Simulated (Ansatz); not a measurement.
I need a ladder of methods at one geometry of F2GeH3Si, SMILES [F][Ge]([F])[SiH3]. Use the Python package of Ansatz (0.2.0). Use (for the species named): r2SCAN, def2-SVP basis, multiplicity 2. The script varies functional: r2scan, hse06, b3lyp, blyp, lda.

```xyz
7

F     1.6910   -1.0092    1.6087
Ge    0.6213   -1.2263    0.1886
F    -0.7092   -2.3256    0.5895
Si   -0.1951    0.8081   -0.4988
H    -1.1206    0.5740   -1.6906
H    -1.0730    1.3861    0.5935
H     0.8469    1.7250   -0.8366
```

`f2geh3si.py`
```python
from pathlib import Path
import warnings

import ansatz as az
import numpy as np


def main() -> None:
    warnings.simplefilter('ignore', az.DeckWarning)

    geometry_ang = [
        ('F', (1.691, -1.0092, 1.6087)),
        ('Ge', (0.6213, -1.2263, 0.1886)),
        ('F', (-0.7092, -2.3256, 0.5895)),
        ('Si', (-0.1951, 0.8081, -0.4988)),
        ('H', (-1.1206, 0.574, -1.6906)),
        ('H', (-1.073, 1.3861, 0.5935)),
        ('H', (0.8469, 1.725, -0.8366)),
    ]
    molecule = az.Crystal.molecule()
    for symbol, xyz in geometry_ang:
        molecule = molecule.atom(symbol, xyz)

    calculation = molecule.calculation()
    calculation = calculation.basis(gaussian='def2-SVP')
    calculation = calculation.spin('collinear', total=1)

    print('functional    E (Ha)        dipole (D)   HOMO (eV)  LUMO (eV)')
    for name in ['r2scan', 'hse06', 'b3lyp', 'blyp', 'lda']:
        r = calculation.functional(name).forces().orbitals().run(threads=1, runs_dir='runs').report
        lines = Path(r['orbitals_path']).read_text().splitlines()
        field_of = lambda key: [line.split('=')[1].strip() for line in lines if line.startswith(key)]
        orbitals = [(27.211386 * float(e), s, float(n)) for e, s, n in zip(field_of('Ene='), field_of('Spin='), field_of('Occup='))]
        homo = max(e for e, _, n in orbitals if n > 0.5)
        lumo = min(e for e, _, n in orbitals if n < 0.5)
        dipole = 4.803205 * np.linalg.norm(r['charge_distribution']['dipole_moment_e_ang'])
        print(f'{name:10s} {r["free_energy_ev"] / 27.211386246:14.6f} {dipole:9.3f} {homo:11.3f} {lumo:10.3f}')


if __name__ == '__main__':
    main()
```

Running `python f2geh3si.py` prints:
```text
functional    E (Ha)        dipole (D)   HOMO (eV)  LUMO (eV)
r2scan       -2567.384440     2.787      -5.756     -3.873
hse06        -2566.908331     2.893      -6.189     -3.703
b3lyp        -2567.563719     2.869      -6.257     -3.670
blyp         -2567.531993     2.606      -5.070     -4.116
lda          -2561.881500     2.732      -5.331     -4.491
```

What to keep in mind:
- Total energies depend on the basis set; only differences at equal settings carry meaning.
- The geometry is a force-field or estimated start, not a minimum of this method, and the basis set is short of its limit. A lower total doesn't mark the better method: functionals have no common bound, and MP2 and coupled cluster aren't variational.
- The species is open-shell (spin multiplicity 2).
- b3lyp holds the VWN-RPA fit, as in Gaussian; the form of ORCA and Turbomole is b3lyp5.
- Levels such as HOMO and LUMO are orbital energies: with these approximate functionals they aren't the ionisation energy and electron affinity, and their gap isn't the fundamental gap.
- hse06 follows the composition of plane-wave codes, whose totals differ by tens of mHa, up to about 0.1 Ha, from the form usual in Gaussian-basis programs (wpbeh).
- Wall time of the script: 25 s on 1 thread of Arm Neoverse V2, on a shared host, peak memory 0.36 GiB.

(Lines on the test bed's own set-up are left out of the output.)
